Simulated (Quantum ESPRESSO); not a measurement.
# CuF3: zone-centre phonons under several settings

```xyz
4
Lattice="3.7648 0.0000 0.0000 0.0000 3.7648 0.0000 0.0000 0.0000 3.7648" Properties=species:S:1:pos:R:3 pbc="T T T"
Cu    0.0000    0.0000    0.0000
F     1.8824    0.0000    0.0000
F     0.0000    0.0000    1.8824
F     0.0000    1.8824    0.0000
```

The cell comes from a database or a generator and needn't be the stable form of this composition.

All runs used Quantum ESPRESSO 7.5; potentials GBRV 1.5 LDA; given cell; no spin polarisation; cutoff 762 eV; occupations fermi-dirac, width 0.05 eV.

```csv
level,k mesh (s: shifted),pressure (GPa),lowest optical mode without the field (cm⁻¹),highest optical mode without the field (cm⁻¹)
LDA,2 × 2 × 2,-9.4,225,527
LDA,4 × 4 × 4,?,?,?
```

Task: What stands in the row left open?

Result: Pressure -6.6 GPa; lowest optical mode without the field 114 cm⁻¹; highest optical mode without the field 525 cm⁻¹.

Caveats: all runs use coarse meshes; the mesh is thin for the phonons of a metal; the cell is more than 3 GPa from zero pressure, which shifts response properties; the run has no spin polarisation, though such a crystal can be magnetic.

For the row left open. Caveat: the k mesh is coarse (spacing up to 0.42 Å⁻¹), so the values aren't converged; the mesh is thin for the phonons of a metal; the cell is more than 3 GPa from zero pressure, which shifts response properties; the run has no spin polarisation, though such a crystal can be magnetic.
